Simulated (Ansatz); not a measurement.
A run of Ansatz 0.2.0:

input.yaml

```yaml
crystal:
  lattice:
    - [2.4227077728, 1.3987509848, 3.3172919545]
    - [-2.4227077728, 1.3987509848, 3.3172919545]
    - [0.0, -2.7975019696, 3.3172919545]
  atoms:
    - { symbol: Bi, position: [0.5, 0.5, 0.5] }
    - { symbol: Te, position: [0.0, 0.0, 0.0] }
hamiltonian:
  xc: { exchange: pbe, correlation: pbe, exx: { coeff: 0.2, omega: 0.2 } }
  pseudopotentials: { kind: paw }
kpoints:
  mp_grid: { grid: [4, 4, 4] }
scf:
  occupations: { method: fermi_dirac, width: 0.05 }
output:
  forces: true
  stress: true
  eigenvalues: true
```

Potentials or basis: Ansatz PAW.

Run with:

```bash
$ ansatz run input.yaml --threads 2 --pin off --max-ram 5632MiB --backend cpu --events-out ev --progress --plain --runs-dir out
```

Hardware: 2 threads of Arm Neoverse V2, with other jobs on the host.

Task: Estimate the wall time of this run.

Result: Wall time 15 s on 2 threads of Arm Neoverse V2, on a shared host, peak memory 0.98 GiB. Counts: scf iterations 15, plane waves 1307, k points 13, bands 20.
